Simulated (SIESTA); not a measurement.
# Rb in SIESTA: convergence with vacuum

Input of the first run (vacuum 6); the others differ in this setting and in those tied to it:

File Rb.fdf:

```
SystemName                      Rb
SystemLabel                     Rb
NumberOfSpecies                 1
NumberOfAtoms                   3
%block ChemicalSpeciesLabel
  1  37 Rb
%endblock ChemicalSpeciesLabel

LatticeConstant                 1.0 Ang
%block LatticeVectors
     5.0882069760     0.0000000000     0.0000000000
    -2.5441034880     4.4065165009     0.0000000000
     0.0000000000     0.0000000000    14.4421000000
%endblock LatticeVectors
AtomicCoordinatesFormat         Fractional
%block AtomicCoordinatesAndAtomicSpecies
     0.3333333300     0.6666666600     0.2077260232  1  Rb
     0.6666666700     0.3333333400     0.4999985452  1  Rb
     0.3333333300     0.6666666600     0.7922710672  1  Rb
%endblock AtomicCoordinatesAndAtomicSpecies

%block kgrid.MonkhorstPack
    4   0   0  0.0
    0   4   0  0.0
    0   0   1  0.0
%endblock kgrid.MonkhorstPack
XC.Functional                   LDA
XC.Authors                      PW92
PAO.BasisSize                   DZP
PAO.EnergyShift                 0.003 Ry
Mesh.Cutoff                     500 Ry
OccupationFunction              FD
ElectronicTemperature           0.05 eV
Slab.DipoleCorrection           vacuum
MaxSCFIterations                120
SCF.MustConverge                false
SCF.Mixer.Method                Pulay
SCF.Mixer.Weight                0.25
SCF.Mixer.History               8
SCF.DM.Tolerance                5.0e-05
SCF.H.Tolerance                 1.0e-03 eV
WriteForces                     true
Charge.Mulliken                 end
%block PAO.Basis
  Rb 5
  n=4 0 2
    4.197 0.000
  n=5 0 2
    9.500 0.000
  n=4 1 2
    5.139 0.000
  n=5 1 1
    9.500
  n=4 2 1
    7.000
%endblock PAO.Basis
```

Potentials or basis: PseudoDojo 0.4 standard (LDA files), DZP (energy shift 0.003 Ry; two zetas on semicore shells; d shell added on Rb).

The run is started by

```sh
$ siesta Rb.fdf > Rb.out 2>&1
```

The slab is cut from a database's or a generator's crystal, which needn't be the stable form of the element.

Hardware: 1 thread of Intel(R) Xeon(R) 6975P-C (Granite Rapids), on a shared host.

```csv
vacuum,"energy less the tightest run, at zero smearing (meV/atom)",largest force (eV/Å),SCF cycles,CPU time (s),peak memory (GiB)
6,-49.93,0.042,8,15,0.37
8,-5.12,0.056,9,16,0.4
10,0.00,0.084,11,18,0.39
12,0.00,0.084,11,18,0.41
15,0.00,0.084,10,19,0.42
20,0.00,0.084,11,19,0.45
```

Against the tightest run, the energy stays within 1 meV/atom from 10 on; the largest force stays within 0.005 eV/Å from 10 on. The tightest run that finished is the yardstick and may itself not be fully converged.
